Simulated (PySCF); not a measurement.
# H8NPSSi2: the cost of one run

Computed with PySCF 2.14.0, with density-fitted response routines of our own, on a single molecule in the gas phase. Atoms count from 0, in the outputs and in this text.

### 1 The molecule as given

13 atoms, charge 0, multiplicity 1; geometry from: GFN2-xTB. The atoms were then displaced at random by about 0.01 Å, so the start is not that level's minimum.

Bonds of the start (Å): N0–Si1 1.70, Si1–S2 2.17, S2–Si3 2.10, Si3–P4 2.25, N0–H5 1.00, N0–H6 1.03, Si1–H7 1.47, Si1–H8 1.44, Si3–H9 1.49, Si3–H10 1.46, P4–H11 1.38, P4–H12 1.39.

### 2 Geometry optimisation at PBE0-D3(BJ)/def2-SVP

Job settings and geometry (Å):

```
{"job": {"xc": "PBE0", "basis": "def2-SVP", "d3": "d3bj", "grid": 1, "shake": 0.01, "kind": "geom"}, "charge": 0, "multiplicity": 1}
N      1.592820     0.792580    -0.561940
Si     1.610110    -0.572880     0.448600
S     -0.073790    -0.348920     1.791900
Si    -1.754100    -0.664180     0.572050
P     -2.061760     0.695830    -1.190250
H      2.270430     0.932060    -1.282760
H      1.371730     1.710650    -0.149030
H      2.753830    -0.718720     1.361360
H      1.407580    -1.712720    -0.400250
H     -2.878130    -0.463160     1.530820
H     -1.746500    -2.039830     0.078670
H     -0.786040     0.511540    -1.690280
H     -1.700360     1.860870    -0.519220
```

Command:

```bash
OMP_NUM_THREADS=1 python probes_run.py task.json out
```

The driver reads the jobs from task.json and runs them one after another.

**Question.** How long does this first job take on 1 thread of Arm Neoverse V2, shared host, and how much memory does it need?

About 2 min, with a peak of 0.54 GiB.
